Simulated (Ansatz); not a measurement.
# FGeH₂O− (SMILES [O-][GeH2][F]): single points off equilibrium

How do the functionals fare away from a minimum? The structure is a structure displaced at random from a GFN2-xTB minimum.

The runs use Ansatz 0.2.0, Gaussian basis; single points in def2-TZVPPD.

Cores are frozen in the correlated methods. Filled d shells of the heavier atoms are correlated.

**1. Starting geometry**

SMILES `[O-][GeH2][F]`, 5 atoms, charge -1, spin multiplicity 1.

Atoms are counted from 1 here; the program's logs count them from 0.

Bond lengths: O1–Ge2 1.607 Å, Ge2–F3 1.827 Å, Ge2–H4 1.528 Å, Ge2–H5 1.562 Å. Angles: O1–Ge2–F3 115.5°, O1–Ge2–H4 120.9°, O1–Ge2–H5 120.3°, F3–Ge2–H4 97.0°, F3–Ge2–H5 96.0°, H4–Ge2–H5 102.1°.

Coordinates:

```
O    -0.62020    0.04000    1.63480
Ge    0.01800   -0.05190    0.16320
F    -0.86720    0.87630   -1.13770
H     0.09370   -1.38650   -0.57720
H     1.42480    0.56250   -0.12460
```

**2. CCSD(T)/def2-TZVPPD**

run/in.yaml reads:

```yaml
crystal:
  periodic: [false, false, false]
  atoms:
    - {symbol: O, position_ang: [-0.620200, 0.040000, 1.634800]}
    - {symbol: Ge, position_ang: [0.018000, -0.051900, 0.163200]}
    - {symbol: F, position_ang: [-0.867200, 0.876300, -1.137700]}
    - {symbol: H, position_ang: [0.093700, -1.386500, -0.577200]}
    - {symbol: H, position_ang: [1.424800, 0.562500, -0.124600]}
basis:
  gaussian: {orbitals: "def2-TZVPPD.json"}
total_charge: -1
correlation: {method: ccsd_t}
output: {forces: true}
```

The basis file named in the input lies beside it (Basis Set Exchange, JSON).

The command line of these runs was not kept.

**3. PBE0-D4/def2-TZVPPD**

run/in.yaml, as its differences from that of step 2:

```diff
@@ -11,3 +11,3 @@
 total_charge: -1
-correlation: {method: ccsd_t}
-output: {forces: true}
+hamiltonian: {xc: pbe0, dispersion: d4}
+output: {forces: true, orbitals: {seedname: orbitals}}
```

**4. wB97M-V/def2-TZVPPD**

run/in.yaml, as its differences from that of step 3:

```diff
@@ -11,3 +11,3 @@
 total_charge: -1
-hamiltonian: {xc: pbe0, dispersion: d4}
-output: {forces: true, orbitals: {seedname: orbitals}}
+hamiltonian: {xc: {name: wB97M-V}}
+output: {forces: true}
```

**5. r2SCAN-D4/def2-TZVPPD**

run/in.yaml, as its differences from that of step 4:

```diff
@@ -11,3 +11,3 @@
 total_charge: -1
-hamiltonian: {xc: {name: wB97M-V}}
+hamiltonian: {xc: r2scan, dispersion: d4}
 output: {forces: true}
```

**6. PBE-D4/def2-TZVPPD**

run/in.yaml, as its differences from that of step 5:

```diff
@@ -11,3 +11,3 @@
 total_charge: -1
-hamiltonian: {xc: r2scan, dispersion: d4}
+hamiltonian: {xc: pbe, dispersion: d4}
 output: {forces: true}
```

**7. wB97X-V/def2-TZVPPD**

run/in.yaml, as its differences from that of step 6:

```diff
@@ -11,3 +11,3 @@
 total_charge: -1
-hamiltonian: {xc: pbe, dispersion: d4}
+hamiltonian: {xc: {name: wB97X-V}}
 output: {forces: true}
```

**8. r2SCANh-D4/def2-TZVPPD**

run/in.yaml, as its differences from that of step 7:

```diff
@@ -11,3 +11,3 @@
 total_charge: -1
-hamiltonian: {xc: {name: wB97X-V}}
+hamiltonian: {xc: {name: r2SCANh}, dispersion: d4}
 output: {forces: true}
```

(Steps that only read results are left out.)

What does the calculation give? Wanted: RMS force component; RMS force error; HOMO and LUMO, PBE0-D4; T1 diagnostic.

As calculated:

```
              quantity                                                                                              value
   RMS force component                                                               1.180 to 1.415 eV/Å over the methods
       RMS force error  PBE0-D4 0.157, wB97M-V 0.101, r2SCAN-D4 0.110, PBE-D4 0.267, wB97X-V 0.129, r2SCANh-D4 0.156 eV/Å
HOMO and LUMO, PBE0-D4                                                                                  -1.64 and 4.55 eV
         T1 diagnostic                                                                                              0.016
```

In words: For forces wB97M-V does best and PBE-D4 worst. Frozen-core CCSD(T) forces in triple zeta carry basis errors of their own, and this is one geometry, so small gaps rank nothing.
